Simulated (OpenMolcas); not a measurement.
# Co⁴⁺ among point charges: CASSCF and CASPT2 levels and susceptibility

Aim: the splitting of the states of Co⁴⁺ in the field of 4 point charges, its lowest levels with spin-orbit coupling and its magnetic susceptibility.

Program: OpenMolcas 26.06. Level of theory: state-averaged CASSCF and CASPT2, spin-orbit coupling by RASSI with atomic mean-field integrals. These are calculated values, not measurements, unless marked.

### Step 1. What is computed

* Species: Co⁴⁺ (cobalt, Z = 27, 23 electrons)
* Basis: ANO-RCC-VDZP [5s4p2d1f], 34 functions
* Scalar Hamiltonian: DKH2, point nucleus
* Inactive shells: 1s 2s 2p 3s 3p
* Active space: 5 electrons in 5 orbitals (3d)
* Some configurations of this space: 3d5
* Orbitals: optimised for each spin and parity, averaged over all roots

The outer shells:

3d5
```
3d [↑ ][↑ ][↑ ][↑ ][↑ ]
```

The ion sits among 4 point charges of -2 e arranged as a square (D4h), 2.33 Å from the ion.

The work runs as a chain of OpenMolcas steps in one folder; each step below is one input file. Labels, J, g values, rates, χT and fits are worked out afterwards by a script from the matrices that RASSI stores. The input lists half of the charges; inversion (Group=XYZ) makes the rest.

### Step 2. One- and two-electron integrals

Contents of a.inp:

```
&GATEWAY
Coord
1

Co 0.0 0.0 0.0
Basis=ANO-RCC-VDZP
Group=XYZ
NoMove
AngMom=0.0 0.0 0.0
AMFI
XField
2 Angstrom 0
2.330000 0.000000 0.000000 -2.000000
0.000000 2.330000 0.000000 -2.000000
&SEWARD
```

Launch:

```sh
> OMP_NUM_THREADS=1 MOLCAS_MEM=1689 MOLCAS_PROJECT=a pymolcas a.inp > a.log
```

Standard output:

```text
Basis set label: CO.ANO-RCC...5S4P2D1F.

      Electronic valence basis set:
      ------------------
      Associated Effective Charge  27.000000 au
      Associated Actual Charge     27.000000 au
      Nuclear Model: Point charge

      Shell  nPrim  nBasis  Cartesian Spherical Contaminant
         s      21       5        X
         p      15       4        X
         d      10       2                 X
         f       6       1                 X
                  Relativistic Douglas-Kroll-Hess integrals:
                    - DKH order of Hamiltonian: 2
                    - DKH order of Properties : 0
                  Atomic mean-field integrals
```

### Step 3. CASSCF: sextets of even parity, 1 root

Contents of a.inp:

```
&RASSCF
FileOrb=start.orb
Symmetry=1
Spin=6
nActEl=5 0 0
Inactive=3 6
Ras2=5 0
CIRoot=1 1 1
SDav=1
CIMx=300
Iter=120 100
PrWF=0.3
OrbListing=Nothing
MaxOrb=0
>>> COPY $Project.JobIph JOB001
```

start.orb holds the contracted functions of the basis, ordered by shell, or the orbitals of the step before.

Standard output (excerpt; [...] marks lines left out):

```text
[...]
      Number of active orbitals                  5
[...]
      Spin quantum number                      2.5
[...]
      Active orbitals                            5   0
[...]
      Number of CSFs                             1
      Number of root(s) required                 1
[...]
      Convergence after  8 iterations
[...]
      Natural orbitals and occupation numbers for root  1
      sym 1:   1.000000   1.000000   1.000000   1.000000   1.000000
::    RASSCF root number  1 Total energy:  -1395.30311154
```

### Step 4. CASSCF: quartets of even parity, 24 roots

Contents of a.inp:

```
&RASSCF
FileOrb=start.orb
Symmetry=1
Spin=4
nActEl=5 0 0
Inactive=3 6
Ras2=5 0
CIRoot=24 24 1
SDav=24
CIMx=300
Iter=120 100
PrWF=0.3
OrbListing=Nothing
MaxOrb=0
>>> COPY $Project.JobIph JOB002
```

Standard output (excerpt; [...] marks lines left out):

```text
[...]
      Number of active orbitals                  5
[...]
      Spin quantum number                      1.5
[...]
      Active orbitals                            5   0
[...]
      Number of CSFs                            24
      Number of root(s) required                24
[...]
      Convergence after  7 iterations
[...]
      Natural orbitals and occupation numbers for root  1
      sym 1:   1.082096   1.226504   0.773491   1.000204   0.917705
      Natural orbitals and occupation numbers for root  2
      sym 1:   1.226504   1.082096   1.000204   0.773491   0.917705
      Natural orbitals and occupation numbers for root  3
      sym 1:   1.000000   1.199294   0.800706   1.000000   1.000000
::    RASSCF root number  1 Total energy:  -1395.11364517
::    RASSCF root number  2 Total energy:  -1395.11364517
::    RASSCF root number  3 Total energy:  -1395.11361599
[...]
::    RASSCF root number 21 Total energy:  -1394.97693083
::    RASSCF root number 22 Total energy:  -1394.97693083
::    RASSCF root number 23 Total energy:  -1394.97629958
::    RASSCF root number 24 Total energy:  -1394.97360727
```

### Step 5. CASSCF: doublets of even parity, 75 roots

Contents of a.inp:

```
&RASSCF
FileOrb=start.orb
Symmetry=1
Spin=2
nActEl=5 0 0
Inactive=3 6
Ras2=5 0
CIRoot=75 75 1
SDav=75
CIMx=300
Iter=120 100
PrWF=0.3
OrbListing=Nothing
MaxOrb=0
>>> COPY $Project.JobIph JOB003
```

Launch:

```sh
> OMP_NUM_THREADS=1 MOLCAS_MEM=1689 MOLCAS_PROJECT=a pymolcas a.inp > a.log
```

Standard output (excerpt; [...] marks lines left out):

```text
[...]
      Number of active orbitals                  5
[...]
      Spin quantum number                      0.5
[...]
      Active orbitals                            5   0
[...]
      Number of CSFs                            75
      Number of root(s) required                75
[...]
      Convergence after  7 iterations
[...]
      Natural orbitals and occupation numbers for root  1
      sym 1:   1.144857   1.028204   0.765037   0.917044   1.144857
      Natural orbitals and occupation numbers for root  2
      sym 1:   1.018796   1.009111   0.798083   0.979872   1.194139
      Natural orbitals and occupation numbers for root  3
      sym 1:   0.798083   1.194139   0.979872   1.018796   1.009111
::    RASSCF root number  1 Total energy:  -1395.03130177
::    RASSCF root number  2 Total energy:  -1395.03116743
::    RASSCF root number  3 Total energy:  -1395.03116743
[...]
::    RASSCF root number 27 Total energy:  -1394.97723845
::    RASSCF root number 28 Total energy:  -1394.97702824
::    RASSCF root number 29 Total energy:  -1394.97702824
::    RASSCF root number 30 Total energy:  -1394.97663832
```

### Step 6. RASSI: spin-orbit coupling between the states

Contents of a.inp:

```
&RASSI
NrOfJobIphs=3 1 24 75
1
1 2 3 4 5 6 7 8 9 10 11 12 13 14 15 16 17 18 19 20 21 22 23 24
1 2 3 4 5 6 7 8 9 10 11 12 13 14 15 16 17 18 19 20 21 22 23 24 25 26 27
28 29 30 31 32 33 34 35 36 37 38 39 40 41 42 43 44 45 46 47 48 49 50 51
52 53 54 55 56 57 58 59 60 61 62 63 64 65 66 67 68 69 70 71 72 73 74 75
IphNames
JOB001
JOB002
JOB003
EJob
SpinOrbit
DIPRint=1.0
SOCoupling=1000.0
Subsets=2
Property=9
'ANGMOM' 1 'ANGMOM' 2 'ANGMOM' 3 'MLTPL  1' 1 'MLTPL  1' 2 'MLTPL  1' 3
'AMFI' 1 'AMFI' 2 'AMFI' 3
SOProperty=3
'ANGMOM' 1 'ANGMOM' 2 'ANGMOM' 3
```

Standard output:

```text
SPIN-FREE ENERGIES:
  (Shifted by EMIN (a.u.) =      -1395.3031115410)

 SF State       Relative EMIN(au)   Rel lowest level(eV)    D:o, cm**(-1)      L_eff

     1             0.0000000000        0.0000000000              0.0000         0.0
     2             0.1894663676        5.1556425107          41583.0612         4.0
     3             0.1894663676        5.1556425107          41583.0612         4.0
     4             0.1894955506        5.1564366184          41589.4661         4.0
     5             0.1901557048        5.1744003301          41734.3532         4.0
     6             0.1910000879        5.1973771635          41919.6739         4.0
     7             0.1910000879        5.1973771635          41919.6739         4.0
     8             0.1915349406        5.2119312474          42037.0605         4.0
     9             0.1930109315        5.2520950064          42361.0030         4.0
    10             0.1935719369        5.2673607411          42484.1295         4.0
    11             0.2145506838        5.8382215262          47088.4322         1.3
    12             0.2145506838        5.8382215262          47088.4322         1.3
    13             0.2237799983        6.0893639688          49114.0326         1.1
    14             0.2331404502        6.3440748407          51168.4144         2.1
    15             0.2341252487        6.3708725729          51384.5527         2.1
    16             0.2404483229        6.5429321855          52772.3070         2.0
    17             0.2448507285        6.6627277450          53738.5234         1.8
    18             0.2448507285        6.6627277450          53738.5234         1.8
    26             0.2718097729        7.3963207171          59655.3497         6.0
    27             0.2719441063        7.3999761128          59684.8325         6.0
    28             0.2719441063        7.3999761128          59684.8325         6.0
    29             0.2721226412        7.4048342954          59724.0164         6.0
    30             0.2724553071        7.4138865973          59797.0281         6.0
    31             0.2724863351        7.4147309113          59803.8379         6.0
    32             0.2724863351        7.4147309113          59803.8379         6.0
    33             0.2726582992        7.4194102938          59841.5797         6.0
    34             0.2729629427        7.4277000634          59908.4412         6.0
    35             0.2735670180        7.4441377910          60041.0204         6.0
    36             0.2735670180        7.4441377910          60041.0204         6.0
    37             0.2740695534        7.4578124749          60151.3142         6.0
    38             0.2740768374        7.4580106823          60152.9128         6.0
    39             0.3046146552        8.2889870389          66855.1892         2.4
    40             0.3078857648        8.3779984645          67573.1147         2.3
    41             0.3079850618        8.3807004751          67594.9079         2.3
    42             0.3079850618        8.3807004751          67594.9079         2.3
    43             0.3095846621        8.4242278168          67945.9796         2.1
    44             0.3136784869        8.5356264643          68844.4703         3.1
    45             0.3137334815        8.5371229444          68856.5402         3.1
    46             0.3137334815        8.5371229444          68856.5402         3.1
    47             0.3161748651        8.6035563744          69392.3620         2.9
Eigenvalues of complex Hamiltonian:
   -----------------------------------
  (Shifted by EMIN (a.u.) =      -1395.3031115410)

 SO State       Relative EMIN(au)   Rel lowest level(eV)    D:o, cm**(-1)     J-value

     1            -0.0002317780        0.0000000000              0.0000         2.5
     2            -0.0002317780        0.0000000000              0.0000         2.5
     3            -0.0002310380        0.0000201359              0.1624         2.1
     4            -0.0002310380        0.0000201359              0.1624         2.1
     5            -0.0002295615        0.0000603153              0.4865         1.2
     6            -0.0002295615        0.0000603153              0.4865         1.2
     7             0.1886099939        5.1386463936          41445.9783         3.7
     8             0.1886099939        5.1386463936          41445.9783         3.7
     9             0.1888207539        5.1443814660          41492.2347         3.8
    10             0.1888207539        5.1443814660          41492.2347         3.8
    11             0.1889272830        5.1472802711          41515.6152         3.8
    12             0.1889272830        5.1472802711          41515.6152         3.8
    13             0.1892951627        5.1572907862          41596.3554         3.1
    14             0.1892951627        5.1572907862          41596.3554         3.1
    15             0.1893189135        5.1579370808          41601.5682         3.6
    16             0.1893189135        5.1579370808          41601.5682         3.6
    17             0.1895981261        5.1655348404          41662.8482         3.3
    18             0.1895981261        5.1655348404          41662.8482         3.3
    19             0.1899784831        5.1758848820          41746.3269         3.7
    20             0.1899784831        5.1758848820          41746.3269         3.7
    21             0.1903296977        5.1854419182          41823.4096         3.6
    22             0.1903296977        5.1854419182          41823.4096         3.6
    23             0.1904140344        5.1877368367          41841.9194         3.4
    24             0.1904140344        5.1877368367          41841.9194         3.4
    25             0.1906428190        5.1939623829          41892.1318         4.0
    26             0.1906428190        5.1939623829          41892.1318         4.0
    27             0.1908144265        5.1986320624          41929.7953         3.9
    28             0.1908144265        5.1986320624          41929.7953         3.9
    29             0.1911356670        5.2073734614          42000.2995         4.0
    30             0.1911356670        5.2073734614          42000.2995         4.0
    31             0.1913089600        5.2120890040          42038.3329         4.9
    32             0.1913089600        5.2120890040          42038.3329         4.9
    33             0.1913596608        5.2134686431          42049.4604         4.5
    34             0.1913596608        5.2134686431          42049.4604         4.5
    35             0.1927026778        5.2500139984          42344.2186         1.8
    36             0.1927026778        5.2500139984          42344.2186         1.8
    37             0.1928696076        5.2545563896          42380.8554         2.0
    38             0.1928696076        5.2545563896          42380.8554         2.0
    39             0.1932922401        5.2660568058          42473.6125         1.9
    40             0.1932922401        5.2660568058          42473.6125         1.9
    41             0.1934324062        5.2698709191          42504.3754         2.1
Weights of the five most important spin-orbit-free states for each spin-orbit state.

 SO State  Total energy (au)           Spin-free states, spin, and weights
 -------------------------------------------------------------------------------------------------------
    1        -0.000232       1 2.5  0.9990   13 1.5  0.0006   11 1.5  0.0002   12 1.5  0.0002   17 1.5  0.0000
    2        -0.000232       1 2.5  0.9990   13 1.5  0.0006   11 1.5  0.0002   12 1.5  0.0002   17 1.5  0.0000
    3        -0.000231       1 2.5  0.9990   13 1.5  0.0004   12 1.5  0.0003   11 1.5  0.0003   18 1.5  0.0001
    4        -0.000231       1 2.5  0.9990   13 1.5  0.0004   12 1.5  0.0003   11 1.5  0.0003   18 1.5  0.0001
    5        -0.000230       1 2.5  0.9990   11 1.5  0.0004   12 1.5  0.0004   18 1.5  0.0001   17 1.5  0.0001
    6        -0.000230       1 2.5  0.9990   11 1.5  0.0004   12 1.5  0.0004   17 1.5  0.0001   18 1.5  0.0001
    7         0.188610       3 1.5  0.4425    2 1.5  0.4425    4 1.5  0.1010    5 1.5  0.0053    6 1.5  0.0028
    8         0.188610       2 1.5  0.4425    3 1.5  0.4425    4 1.5  0.1010    5 1.5  0.0053    6 1.5  0.0028
    9         0.188821       4 1.5  0.7147    5 1.5  0.2200    3 1.5  0.0297    2 1.5  0.0297    7 1.5  0.0006
   10         0.188821       4 1.5  0.7147    5 1.5  0.2200    2 1.5  0.0297    3 1.5  0.0297    7 1.5  0.0006
   11         0.188927       3 1.5  0.4051    2 1.5  0.4051    4 1.5  0.1780    9 1.5  0.0026    6 1.5  0.0025
   12         0.188927       3 1.5  0.4051    2 1.5  0.4051    4 1.5  0.1780    9 1.5  0.0026    6 1.5  0.0025
```

Time for these steps: 21 s (1 thread of Arm Neoverse V2, shared host).

States without spin-orbit coupling:

| state | degeneracy | E (cm-1) | free-ion L (%) |
| --- | --- | --- | --- |
| 6A1 | 1 | 0 | S (100) |
| 4E | 2 | 41583 | G (97) |
| 4B1 | 1 | 41589 | G (98) |
| 4B2 | 1 | 41734 | G (98) |
| 4E | 2 | 41920 | G (99) |
| 4A1 | 1 | 42037 | G (100) |
| 4A2 | 1 | 42361 | G (98) |
| 4A1 | 1 | 42484 | G (100) |
| 4E | 2 | 47088 | P (76) |
| 4A2 | 1 | 49114 | P (98) |
| 4B1 | 1 | 51168 | D (95) |
| 4B2 | 1 | 51385 | D (96) |
| 4A1 | 1 | 52772 | D (100) |
| 4E | 2 | 53739 | D (74) |
| 2B2 | 1 | 59655 | I (98) |
| 2E | 2 | 59685 | I (98) |
| 2A1 | 1 | 59724 | I (99) |
| 2B1 | 1 | 59797 | I (99) |
| 2E | 2 | 59804 | I (99) |
| 2A2 | 1 | 59842 | I (98) |
| 2A1 | 1 | 59908 | I (99) |
| 2E | 2 | 60041 | I (99) |
| 2B1 | 1 | 60151 | I (100) |
| 2B2 | 1 | 60153 | I (100) |

With spin-orbit coupling:

| E (cm-1) | Degeneracy | Label | 2S+1 | g |
| --- | --- | --- | --- | --- |
| 0.0 | 2 | E1/2 | 6 | 2.00 6.01 6.01 |
| 0.2 | 2 | E3/2 | 6 | 0.00 0.00 6.01 |
| 0.5 | 2 | E3/2 | 6 | 0.00 0.00 10.01 |
| 41446 | 2 | E3/2 | 4 | 0.28 2.31 2.31 |
| 41492 | 2 | E1/2 | 4 | 0.06 0.06 2.93 |
| 41516 | 2 | E3/2 | 4 | 0.66 0.66 3.13 |
| 41596 | 2 | E3/2 | 4 | 0.08 0.34 0.34 |
| 41602 | 2 | E1/2 | 4 | 0.07 0.07 7.05 |
| 41663 | 2 | E1/2 | 4 | 0.05 0.05 10.49 |
| 41746 | 2 | E3/2 | 4 | 2.96 2.96 4.37 |
| 41823 | 2 | E1/2 | 4 | 1.06 1.06 8.06 |
| 41842 | 2 | E1/2 | 4 | 0.79 0.79 3.22 |
| 41892 | 2 | E1/2 | 4 | 0.35 3.39 3.39 |
| 41930 | 2 | E3/2 | 4 | 0.11 0.11 3.88 |
| 42000 | 2 | E3/2 | 4 | 0.15 0.15 7.90 |
| 42038 | 2 | E1/2 | 4 | 1.96 5.67 5.67 |
| 42049 | 2 | E3/2 | 4 | 0.07 0.07 5.88 |
| 42344 | 2 | E3/2 | 4 | 0.00 0.00 3.74 |
| 42381 | 2 | E1/2 | 4 | 1.00 3.63 3.63 |
| 42474 | 2 | E3/2 | 4 | 0.00 0.00 8.27 |
| 42504 | 2 | E1/2 | 4 | 3.01 3.68 3.68 |
| 46400 | 2 | E1/2 | 4 | 1.16 1.16 3.90 |
| 46698 | 2 | E1/2 | 4 | 0.07 0.65 0.65 |
| 47043 | 2 | E3/2 | 4 | 0.03 0.03 3.96 |

The table of states holds 24 of 76 computed; the rest, higher up, is left out. Principal g values are given for doublets only; a zero marks a field direction without first-order Zeeman splitting.

Powder χT (cm³ K/mol): 4.38 at 2 K, 4.38 at 5 K, 4.38 at 10 K, 4.38 at 20 K, 4.39 at 50 K, 4.39 at 100 K, 4.39 at 150 K, 4.39 at 200 K, 4.39 at 250 K, 4.39 at 300 K.

[end of part 1 of 2]
